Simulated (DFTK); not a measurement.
Runs of DFTK 0.8.2 on HPbNO4. The typed cell holds 14 atoms: a = 4.120 Å, b = 6.427 Å, c = 8.387 Å, α = 67.04°, β = 89.96°, γ = 89.98°. The cell was built by a generator and needn't be a form met in nature.

| task | level | potentials or basis | k mesh | cutoff (eV) | smearing | mesh quality | gap on the mesh (eV) | pressure (GPa) | largest force (eV/Å) |
| --- | --- | --- | --- | --- | --- | --- | --- | --- | --- |
| single point | PBE | SPMS 1.0 (PBE) | 4 × 3 × 2 | 1225 | fermi-dirac 0.05 eV | not flagged | 3.29 | -0.2 | (b) |
| single point | PBE | SG15 1.2 (PBE) | 4 × 3 × 2 | 1225 | fermi-dirac 0.05 eV | not flagged | 3.30 | (a) | 0.12 |
| single point | PBE | in-house norm-conserving set (PBE, scalar relativistic) | 4 × 3 × 2 | 1252 | fermi-dirac 0.05 eV | not flagged | 3.31 | -0.1 | 0.04 |
| single point | PBE | dojo.nc.sr.pbe.v0_4_1.standard.upf (PBE) | 4 × 2 × 2 | 1143 | methfessel-paxton order 2 0.1 eV | coarse | 3.29 | 0.0 | 0.19 |
| band structure | PBEsol | SPMS 1.0 (PBE) | 4 × 3 × 2 | 1225 | fermi-dirac 0.05 eV | not flagged | 3.29 | -2.7 | 0.30 |
| single point | PBE | dojo.nc.sr.pbe.v0_4_1.standard.upf (PBE) | 4 × 2 × 2 | 1143 | fermi-dirac 0.1 eV | coarse | 3.29 | 0.0 | 0.19 |
| single point | PBE | dojo.nc.sr.pbe.v0_4_1.standard.upf (PBE) | 4 × 3 × 2 | 1143 | fermi-dirac 0.05 eV | not flagged | 3.30 | 0.0 | 0.19 |

Alike in all rows: no spin polarisation; cell as given.

**Question.** Estimate the missing entries.

**Answer.** (a) 0.2; (b) 0.17.

Caveats: some runs use coarse meshes; spin-orbit coupling is left out, which as a rule narrows the gap of such compounds by several tenths of an eV; an odd mesh through Γ misses points on the zone boundary, where band edges often lie (some runs); the potentials were made for another functional, which shifts forces and pressure (some runs).

A k mesh can miss the band edges, and the runs leave out spin-orbit coupling on Pb.

Not every run made on this cell is shown here.
